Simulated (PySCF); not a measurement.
# HK (Potassium Hydride): the cost of one run

Programs: PySCF 2.14.0, with density-fitted response routines of our own. Each step states its level of theory. These are calculated values for one molecule, in the gas phase or a continuum, unless marked as measured. Atoms are numbered from 0 throughout.

## (1) The molecule as given

2 atoms, charge 0, multiplicity 1; geometry from: GFN2-xTB. The atoms were then displaced at random by about 0.01 Å, so the start is not that level's minimum.

Bonds of the start (Å): K0–H1 1.81.

## (2) Relaxing the molecule at PBE0-D3(BJ)/def2-TZVP

Job settings and geometry (Å):

```
{"job": {"xc": "PBE0", "basis": "def2-TZVP", "d3": "d3bj", "grid": 2, "shake": 0.01, "kind": "geom"}, "charge": 0, "multiplicity": 1}
K      0.916030    -0.027830     0.000590
H     -0.898540    -0.000990    -0.012720
```

Started as:

```sh
> OMP_NUM_THREADS=1 python probes_run.py task.json out
```

One launch serves the whole session: the jobs run in the order shown.

Q: Estimate the wall time and peak memory of this first job on 1 thread of Arm Neoverse V1, shared host.

About 2.1 s, with a peak of 0.24 GiB.
